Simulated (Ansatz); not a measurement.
# BClH₄N₂ (built from SMILES NB(N)Cl): search for a transition state

Wanted: the transition state of a 1,2-elimination (form N2–H4 and break B1–N2, N3–H4). The guess is relaxed with those distances held, a saddle search follows, and vibrations and two downhill relaxations check it.

The runs use Ansatz 0.2.0, Gaussian basis; PBE0-D4, def2-SVP first, then def2-TZVP.

115 further runs of the same task are left out: 1 that didn't finish, 114 set aside as unsound or not needed.

## (1) Starting geometry

The guess: 8 atoms, charge 0, spin multiplicity 1.

Atoms are counted from 1 here; the program's logs count them from 0.

Bond lengths: B1–N3 1.339 Å, B1–Cl5 1.693 Å, N2–H6 1.010 Å, N2–H7 1.010 Å, N3–H8 1.005 Å. Angles: N3–B1–Cl5 145.1°, H6–N2–H7 110.0°, B1–N3–H8 134.8°.

As a file:

```xyz
8
BClH4N2
B    -0.6573    0.2269    0.3846
N     0.8814    0.4217   -0.5332
N    -0.5620   -1.1079    0.3537
H     0.5709   -0.8712   -0.3289
Cl   -1.5838    1.5415    0.9133
H     0.8157    0.8209   -1.4583
H     1.6568    0.8336   -0.0344
H    -1.1217   -1.8655    0.7031
```

Distances that are to change: N2–H4 1.35 Å, B1–N2 1.80 Å, N3–H4 1.34 Å.

## (2) Relaxing the guess with the reacting distances held

hold/in.yaml reads:

```yaml
crystal:
  periodic: [false, false, false]
  atoms:
    - {symbol: B, position_ang: [-0.657300, 0.226900, 0.384600]}
    - {symbol: N, position_ang: [0.881400, 0.421700, -0.533200]}
    - {symbol: N, position_ang: [-0.562000, -1.107900, 0.353700]}
    - {symbol: H, position_ang: [0.570900, -0.871200, -0.328900]}
    - {symbol: Cl, position_ang: [-1.583800, 1.541500, 0.913300]}
    - {symbol: H, position_ang: [0.815700, 0.820900, -1.458300]}
    - {symbol: H, position_ang: [1.656800, 0.833600, -0.034400]}
    - {symbol: H, position_ang: [-1.121700, -1.865500, 0.703100]}
basis:
  gaussian: {orbitals: def2-SVP}
hamiltonian: {xc: pbe0, dispersion: d4}
relax: {f_tol: 0.08, max_steps: 120, escape_saddle: false, constraints: [{distance: [1, 3]}, {distance: [0, 1]}, {distance: [2, 3]}]}
```

On the command line:

```bash
ansatz run in.yaml --threads 2 --pin off --events-out ev --progress --plain --max-ram 4352MiB
```

Further steps of the session: A starting Hessian; Saddle search in the small basis; Saddle search in triple zeta; Vibrations at the point found; Relaxing after a step of 0.30 Å one way along the mode; Relaxing after a step of 0.30 Å the other way along the mode.

Before running it: what results should come out? Wanted: imaginary mode; barrier from the start side; barrier from the end side; energy of the step; pairs that change; zero-point energy at the saddle.

The runs gave:

| quantity | value |
| --- | --- |
| imaginary mode | 1557i cm⁻¹ |
| barrier from the start side | 2.543 eV |
| barrier from the end side | 0.542 eV |
| energy of the step | +2.001 eV |
| pairs that change | N2–H4 formed, B1–N2 loosened, N3–H4 broken |
| zero-point energy at the saddle | 1.498 eV |

In words: The point has a single imaginary mode (1557i cm⁻¹), as a transition state must. It joins the planned start and end. A bond meant to break is only loosened at the end: the products stay bound as an adduct. At PBE0-D4/def2-TZVP the electronic barrier is 2.543 eV, about 99 kT at 298 K, and the step runs 2.001 eV uphill. The barrier is thin enough for tunnelling; the leading (Wigner) term alone is a factor of 3.4 at 298 K. Lower complexes than these ends may exist.
